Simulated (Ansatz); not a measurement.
# CH6BClGe: rigid scan of one bond length from a Python script

How does the energy of CH6BClGe change as one bond is stretched? A script is to give a rigid scan of one bond length; the system is CH6BClGe.

Computed with Ansatz 0.2.0, driven from Python. Level of theory: Hartree-Fock/def2-SVP.

### Step 1. The structure

Bond lengths: C1–B2 1.525 Å, B2–Cl3 1.821 Å, B2–Ge4 1.983 Å, C1–H5 1.144 Å, C1–H6 1.118 Å, C1–H7 1.137 Å, Ge4–H8 1.549 Å, Ge4–H9 1.625 Å, Ge4–H10 1.526 Å. Angles (14 of 15 angles, heavy atoms first): C1–B2–Cl3 118.4°, C1–B2–Ge4 123.0°, Cl3–B2–Ge4 118.5°, B2–C1–H5 112.0°, B2–C1–H6 113.7°, B2–C1–H7 112.2°, B2–Ge4–H8 109.3°, B2–Ge4–H9 109.4°, B2–Ge4–H10 113.6°, H5–C1–H6 104.4°, H5–C1–H7 106.6°, H6–C1–H7 107.4°, H8–Ge4–H9 107.5°, H8–Ge4–H10 110.2°.

The script reads ch6bclge.xyz:

```xyz
10

C    -0.16030    1.05940   -1.08350
B     0.56380   -0.08140   -0.37650
Cl    2.16420   -0.63780   -1.04330
Ge   -0.14300   -0.96590    1.25090
H    -1.16310    1.30200   -0.58920
H    -0.42150    0.83570   -2.14760
H     0.44550    2.02130   -1.07740
H    -0.38160   -2.46770    0.95420
H    -1.57760   -0.31020    1.64170
H     0.75680   -0.80650    2.47360
```

### Step 2. The script

Input file ch6bclge.py:

```python
"""Potential curve of CH6BClGe along one bond."""

import ansatz as az
import matplotlib.pyplot as plt
import numpy as np

BASIS_SET = "def2-SVP"
FUNCTIONAL = "hf"

molecule = az.Crystal.molecule_from_extxyz("ch6bclge.xyz")

symbols = [site.symbol for site in molecule.cartesian_sites]
start = np.array([site.position_ang for site in molecule.cartesian_sites])
axis = (start[4] - start[0]) / np.linalg.norm(start[4] - start[0])
moving = [4]
lengths, energies = [1.007, 1.053, 1.098, 1.144, 1.19, 1.236, 1.281, 1.35], []
for length in lengths:
    xyz = start.copy()
    xyz[moving] += (length - np.linalg.norm(start[4] - start[0])) * axis
    point = az.Crystal.molecule()
    for symbol, place in zip(symbols, xyz):
        point = point.atom(symbol, place.tolist())
    base = (
        point.calculation()
        .basis(gaussian=BASIS_SET)
        .functional(FUNCTIONAL)
    )
    report = base.run(threads=1, backend="cpu").report
    energies.append(report["free_energy_ev"])
    print(f"r = {length:6.3f} A  E = {energies[-1]:.5f} eV  <S^2> = {abs(report['mean_field']['state']['spin_squared']):.3f}")

# quartic fit about the minimum
fit = np.polynomial.Polynomial.fit(lengths, np.array(energies) - min(energies), 4).convert()
roots = [r.real for r in fit.deriv().roots() if abs(r.imag) < 1e-9 and fit.deriv(2)(r.real) > 0]
r_e = min(roots, key=lambda r: abs(r - lengths[int(np.argmin(energies))]))
print(f"minimum of the fit at {r_e:.4f} A, force constant {fit.deriv(2)(r_e):.2f} eV/A^2")
plt.figure(figsize=(4.5, 3))
plt.plot(lengths, np.array(energies) - min(energies), "o-")
plt.xlabel("bond length (A)")
plt.ylabel("E - E(min) (eV)")
plt.tight_layout()
plt.savefig("scan.png", dpi=100)
```

### Step 3. The input behind the calls

The package turns the script's settings into the engine's input (first run):

```yaml
crystal:
  periodic: [false, false, false]
  atoms:
    - { symbol: C, position_ang: [-0.1603, 1.0594, -1.0835] }
    - { symbol: B, position_ang: [0.5638, -0.0814, -0.3765] }
    - { symbol: Cl, position_ang: [2.1642, -0.6378, -1.0433] }
    - { symbol: Ge, position_ang: [-0.143, -0.9659, 1.2509] }
    - { symbol: H, position_ang: [-1.0429895138765006, 1.2729425569070991, -0.6484048397395749] }
    - { symbol: H, position_ang: [-0.4215, 0.8357, -2.1476] }
    - { symbol: H, position_ang: [0.4455, 2.0213, -1.0774] }
    - { symbol: H, position_ang: [-0.3816, -2.4677, 0.9542] }
    - { symbol: H, position_ang: [-1.5776, -0.3102, 1.6417] }
    - { symbol: H, position_ang: [0.7568, -0.8065, 2.4736] }
basis:
  gaussian:
    orbitals: def2-SVP
hamiltonian:
  xc: hf
```

### Step 4. Running it

Started as:

```bash
$ python ch6bclge.py
```

Output:

```text
r =  1.007 A  E = -70762.51640 eV  <S^2> = 0.000
r =  1.053 A  E = -70762.63979 eV  <S^2> = 0.000
r =  1.098 A  E = -70762.66852 eV  <S^2> = 0.000
r =  1.144 A  E = -70762.62521 eV  <S^2> = 0.000
r =  1.190 A  E = -70762.52545 eV  <S^2> = 0.000
r =  1.236 A  E = -70762.38282 eV  <S^2> = 0.000
r =  1.281 A  E = -70762.21208 eV  <S^2> = 0.000
r =  1.350 A  E = -70761.90800 eV  <S^2> = 0.000
minimum of the fit at 1.0922 A, force constant 36.02 eV/A^2
```

It took 13 s on 1 thread of Arm Neoverse V2, shared host; peak memory 0.31 GiB.

### Step 5. Inputs of later runs

The engine's inputs for some of the other runs:

Run 2, against run 1:

```diff
@@ -8 +8 @@
-    - { symbol: H, position_ang: [-1.0429895138765006, 1.2729425569070991, -0.6484048397395749] }
+    - { symbol: H, position_ang: [-1.0833109812432524, 1.2826972318005714, -0.6285295891219189] }
```

Run 3, against run 1:

```diff
@@ -8 +8 @@
-    - { symbol: H, position_ang: [-1.0429895138765006, 1.2729425569070991, -0.6484048397395749] }
+    - { symbol: H, position_ang: [-1.1227558949715968, 1.2922398485441857, -0.6090864091698641] }
```

Run 8, against run 1:

```diff
@@ -8 +8 @@
-    - { symbol: H, position_ang: [-1.0429895138765006, 1.2729425569070991, -0.6484048397395749] }
+    - { symbol: H, position_ang: [-1.3436474118503239, 1.345678502308425, -0.5002046014383575] }
```

Lines on the test bed's own set-up are left out of the output.

### Step 6. Run by run

The 8 runs, in the order started:

| run | distance (Å) | energy from run 3 (eV) | SCF cycles | CPU time (s) |
| --- | --- | --- | --- | --- |
| 1 | 1.01 | 0.1521 | 12 | 1.4 |
| 2 | 1.05 | 0.0287 | 12 | 1.4 |
| 3 | 1.10 | 0.0000 | 12 | 1.4 |
| 4 | 1.14 | 0.0433 | 12 | 1.4 |
| 5 | 1.19 | 0.1431 | 12 | 1.5 |
| 6 | 1.24 | 0.2857 | 12 | 1.5 |
| 7 | 1.28 | 0.4564 | 12 | 1.5 |
| 8 | 1.35 | 0.7605 | 12 | 1.5 |

### Step 7. Results

| quantity | value |
| --- | --- |
| bond length at the fit's minimum | 1.0922 Å |
| runs compared | 8 |
| range of energy | 0.761 eV |
| lowest point, distance (Å) | 1.10 |

What this shows: The curve has its lowest point inside the range, at 1.10. The ends stand 0.152 and 0.761 eV above it. The distance scanned is the script's pair 0, 4. Notes:
- The rest of the molecule is held rigid at a force-field or estimated start geometry, and the basis set is modest; single-reference methods fail as a bond breaks.
- The orbitals are restricted, so S² is zero by construction.
